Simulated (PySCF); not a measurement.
**The bond of SnC+, level by level**

What are the lowest state that PBE0 finds, the bond length, vibrational wavenumber and bond energy of SnC+, and how much do these hang on the method?

Method: Sn cc-pVDZ-PP with ECP28, C cc-pVDZ, scalar-relativistic core potentials; program: PySCF 2.14.0.

### Step 1. Set-up

A driver script around PySCF takes these settings:

```json
{
 "atoms": "Sn, C",
 "charge": "1",
 "basis": "Sn cc-pVDZ-PP with ECP28, C cc-pVDZ",
 "Hamiltonian": "scalar-relativistic core potentials",
 "basis functions": "37",
 "electrons treated": "27",
 "masses in u": "119.9022, 12.0000",
 "levels": "PBE0, PBE, r²SCAN, r²SCANh, LDA, B3LYP, HSE06, HF, MP2, SCS-MP2, CCSD, CCSD(T)",
 "grid": "80 radial by 434 angular points",
 "occupations": "held fixed by the projection of orbital angular momentum",
 "dissociation limit": "Sn+ + C, each in its ground configuration",
 "starting distance in angstrom": "2.160",
 "values of 2S to try": "1, 3"
}
```

Run with:

```bash
$ OMP_NUM_THREADS=1 python dia.py task.json out
```

The runs that follow: The PBE0 curve of the state that the search chose; Other states along the same grid; PBE (GGA); r²SCAN (meta-GGA); r²SCANh (hybrid meta-GGA); LDA; B3LYP (global hybrid GGA); HSE06 (range-separated hybrid); UHF; Adding correlation.

What does the calculation give? Wanted: for each run, Re; ωe; De; μ.

**Answer**, as computed:

Lowest PBE0 solution found, without spin–orbit coupling: ⁴Σ⁻ (quartet), unpaired electrons σ ↑, π ↑↑. State 2 has its PBE0 minimum 0.65 eV higher, as a spin-mixed determinant (⟨S²⟩ = 1.76), so this is no gap between pure states. State 3 has its PBE0 minimum 1.25 eV higher. The other levels ran on the lowest alone.

```csv
level,Re (Å),ωe (cm⁻¹),De (eV),μ (D)
UHF,2.103,649,1.55,-1.08
UHF-MP2,2.118,629,2.27,n/a
UHF-SCS-MP2,2.117,630,1.95,n/a
UHF-CCSD,2.129,604,2.16,n/a
UHF-CCSD(T),2.138,587,2.28,n/a
LDA,2.128,573,3.64,-0.51
PBE,2.160,546,3.08,-0.63
r²SCAN,2.134,582,2.92,-0.60
r²SCANh,2.125,595,2.80,-0.67
B3LYP,2.148,564,2.57,-0.81
PBE0,2.126,593,2.74,-0.83
HSE06,2.128,591,2.76,-0.80
```

De is counted to Sn+ + C in their ground configurations. A positive dipole points from Sn to C; in an ion it is taken about the centre of mass and does not tell which atom is negative.

The methods spread over 0.057 Å in bond length, from UHF to PBE. Of the levels with a De here, UHF gives the least (1.55 eV) and LDA the most (3.64 eV).

Correlated steps freeze 5 core orbitals. Spin–orbit coupling is left out, which matters for elements this heavy, above all for dissociation energies. T1 is 0.034 near the minimum (highest on the curve 0.056), which may point to more than one leading configuration.
